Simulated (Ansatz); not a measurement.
# C₂H₆BFN₂: up Jacob's ladder to CCSD(T)

Aim: compute C₂H₆BFN₂ with functionals from several rungs and with coupled cluster. The yardstick is the atomisation energy at the CCSD(T) limit.

Method: functionals in def2-TZVPP, the program's frozen cores in correlated methods; program: Ansatz 0.2.0, Gaussian basis.

Levels to be run: PBE-D4, r2SCAN-D4, PBE0-D4, B3LYP-D4, ωB97X-V, ωB97M-V, B2PLYP; CCSD(T)/def2-TZVPP; MP2/def2-QZVPP; extrapolation to the limit.

## 1. The geometry

All runs share one geometry, relaxed beforehand with PBE0-D4 in a triple-zeta def2 set.

12 atoms, charge 0, spin multiplicity 1.

Atoms are counted from 1 here; the program's logs count them from 0.

Bond lengths: N1–C2 1.263 Å, N1–H7 1.019 Å, C2–C3 1.509 Å, C2–H8 1.101 Å, C3–N4 1.448 Å, C3–B5 1.573 Å, C3–H9 1.099 Å, N4–H10 1.011 Å, N4–H11 1.010 Å, B5–F6 1.323 Å, B5–H12 1.196 Å. Angles: C2–N1–H7 111.2°, N1–C2–C3 122.4°, N1–C2–H8 123.6°, C3–C2–H8 114.0°, C2–C3–N4 114.6°, C2–C3–B5 107.2°, C2–C3–H9 105.8°, N4–C3–B5 113.1°, N4–C3–H9 110.4°, B5–C3–H9 105.1°, C3–N4–H10 112.4°, C3–N4–H11 112.7°, H10–N4–H11 109.0°, C3–B5–F6 119.2°, C3–B5–H12 122.8°, F6–B5–H12 117.9°.

## 2. PBE-D4 (GGA)

Contents of in.yaml:

```yaml
crystal:
  periodic: [false, false, false]
  atoms:
    - {symbol: N, position_ang: [-1.941375, 0.357505, 0.890382]}
    - {symbol: C, position_ang: [-0.831786, -0.211187, 0.688935]}
    - {symbol: C, position_ang: [0.015906, 0.076767, -0.526124]}
    - {symbol: N, position_ang: [0.650154, -1.088095, -1.107392]}
    - {symbol: B, position_ang: [1.039703, 1.200616, -0.123661]}
    - {symbol: F, position_ang: [2.329714, 0.910026, -0.070048]}
    - {symbol: H, position_ang: [-2.365943, 0.038717, 1.760024]}
    - {symbol: H, position_ang: [-0.399590, -0.962607, 1.367933]}
    - {symbol: H, position_ang: [-0.657312, 0.550497, -1.254763]}
    - {symbol: H, position_ang: [0.033734, -1.888584, -1.137067]}
    - {symbol: H, position_ang: [1.501879, -1.346752, -0.629402]}
    - {symbol: H, position_ang: [0.702016, 2.307898, 0.175282]}
basis:
  gaussian: {orbitals: def2-TZVPP}
hamiltonian: {xc: pbe, dispersion: d4}
output: {forces: true, orbitals: {seedname: orbitals}}
```

Launch:

```bash
> ansatz run in.yaml --threads 4 --pin off --events-out ev --progress --plain --max-ram 10444MiB
```

After this run come: r2SCAN-D4 (meta-GGA); PBE0-D4 (hybrid); B3LYP-D4 (hybrid); ωB97X-V (range-separated); ωB97M-V (range-separated); B2PLYP (double hybrid); CCSD(T) in def2-TZVPP; MP2 in def2-QZVPP.

Q: Predict the results of all the runs planned. Wanted: atomisation energy, CCSD(T)/CBS; farthest; mean size of error, hybrid; mean size of error, range-separated; gap, smallest and largest; T1 diagnostic; triples share of the correlation energy.

As calculated:

| quantity | value |
| --- | --- |
| atomisation energy, CCSD(T)/CBS | 49.149 eV |
| functionals within 0.246 eV (0.5 %) | r2SCAN-D4, B2PLYP |
| farthest | PBE-D4 (+1.807 eV) |
| mean size of error, hybrid | 0.448 eV |
| mean size of error, range-separated | 0.378 eV |
| gap, smallest and largest | 3.45 eV (PBE-D4), 10.63 eV (ωB97X-V) |
| T1 diagnostic | 0.0128 |
| triples share of the correlation energy | 3.8 % |

PBE-D4 is off by +1.807 eV. Double hybrids carry the basis error of their MP2 part in triple zeta, and no dispersion term here, so their miss is partly the set-up's. Misses under about 0.246 eV are within the doubt on the reference itself, which lacks core-valence correlation, relativity and higher excitations. Hartree-Fock recovers 70 % of the binding; the rest is correlation. Orbital gaps span 3.5 to 10.6 eV; exact exchange widens them.
